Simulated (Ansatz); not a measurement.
# LiMg2: the cost of one run

Program: Ansatz 0.2.0, driven from Python. Level of theory: DFT LDA, plane waves, PAW. These are calculated values, not measurements.

### 1 The structure

LiMg2 P-6m2: It takes space group P-6m2 (No. 187, hexagonal). Conventional cell: a = 3.122 Å, b = 3.122 Å, c = 15.235 Å, α = 90.00°, β = 90.00°, γ = 120.00°. Li (site symmetry 3m) is surrounded by 6 Mg at 3.06 to 3.12 Å and 6 Li at 3.12 Å. Mg (site symmetry -6m2) has 12 Mg at 3.12 to 3.17 Å as nearest neighbours. Mg (site symmetry 3m) is surrounded by 3 Li at 3.06 Å and 9 Mg at 3.12 to 3.17 Å. Only part of the 4 independent sites is listed.

Li Im-3m: It takes space group Im-3m (No. 229, cubic). The conventional cell has a = 3.509 Å, b = 3.509 Å, c = 3.509 Å, α = 90.00°, β = 90.00°, γ = 90.00°. Li (site symmetry m-3m) has 8 Li at 3.04 Å as nearest neighbours.

Mg P6_3/mmc: It takes space group P6_3/mmc (No. 194, hexagonal). The conventional cell has a = 3.209 Å, b = 3.209 Å, c = 5.210 Å, α = 90.00°, β = 90.00°, γ = 120.00°. Mg (site symmetry -6m2) is surrounded by 12 Mg at 3.20 to 3.21 Å.

No structure file is read: the coordinates are typed or built in the script.

### 2 Script

Input file limg2_formation.py:

```python
"""Is LiMg2 bound against its elements, after relaxing cells and atoms."""

from collections import Counter

import ansatz as az
import numpy as np

PHASES = {
    "LiMg2": (
        [(3.122475, 0.0, 0.0), (-1.561238, 2.704143, 0.0), (0.0, 0.0, 15.235435)],
        [
            ("Li", (2 / 3, 1 / 3, 0.666787)),
            ("Li", (2 / 3, 1 / 3, 0.333213)),
            ("Mg", (2 / 3, 1 / 3, 0.0)),
            ("Mg", (0.0, 0.0, 0.829068)),
            ("Mg", (0.0, 0.0, 0.5)),
            ("Mg", (0.0, 0.0, 0.170932)),
        ],
    ),
    "Li": (
        [(-1.75465, 1.75465, 1.75465), (1.75465, -1.75465, 1.75465), (1.75465, 1.75465, -1.75465)],
        [
            ("Li", (0.0, 0.0, 0.0)),
        ],
    ),
    "Mg": (
        [(3.2093, 0.0, 0.0), (-1.60465, 2.779335, 0.0), (0.0, 0.0, 5.2103)],
        [
            ("Mg", (1 / 3, 2 / 3, 0.25)),
            ("Mg", (2 / 3, 1 / 3, 0.75)),
        ],
    ),
}


def build(vectors, sites):
    crystal = az.Crystal(lattice=az.Lattice.of(vectors))
    for symbol, position in sites:
        crystal = crystal.atom(symbol, position)
    return crystal


def solve(name, crystal):
    calc = crystal.calculation()
    calc = calc.functional("LDA")
    calc = calc.basis(34 * az.Ry).kpoints(spacing=0.33)
    calc = calc.occupations("gaussian", width=0.05)
    calc = calc.stress()
    calc = calc.relax(force_tolerance=0.01, cell=True)
    return calc.run()


def counts(outcome):
    return Counter(site.symbol for site in outcome.lattice.sites)

def formation_energy(outcome, mu):
    n = counts(outcome)
    return (outcome.report["energy_sigma0_ev"] - sum(k * mu[element] for element, k in n.items())) / sum(n.values())


def volume_per_atom(outcome):
    return abs(np.linalg.det(outcome.lattice.cell_ang)) / len(outcome.lattice.sites)


def main() -> None:
    phases = {name: build(*cell) for name, cell in PHASES.items()}

    done = {}
    for name, crystal in phases.items():
        done[name] = solve(name, crystal)
        print(f"{name}: {done[name].report['energy_sigma0_ev']:.4f} eV, {len(done[name].lattice.sites)} atoms")

    # chemical potentials of the elements at zero temperature
    references = {"Li": "Li", "Mg": "Mg"}
    mu = {element: done[name].report["energy_sigma0_ev"] / len(done[name].lattice.sites) for element, name in references.items()}

    target = done["LiMg2"]
    heat = formation_energy(target, mu)
    rows = [(name, len(o.lattice.sites), volume_per_atom(o), formation_energy(o, mu)) for name, o in done.items()]
    print("     phase       atoms  V (A^3/atom)  E_form (eV/atom)")
    for row in rows:
        print(f"{str(row[0]):>10}  {row[1]:10d}  {row[2]:12.3f}  {row[3]:16.4f}")


if __name__ == "__main__":
    main()
```

### 3 Running it

Launch:

```
$ python limg2_formation.py
```

What time and memory should one allow on 1 thread of Arm Neoverse V1, shared host?

About 26 s, with a peak of 0.41 GiB.
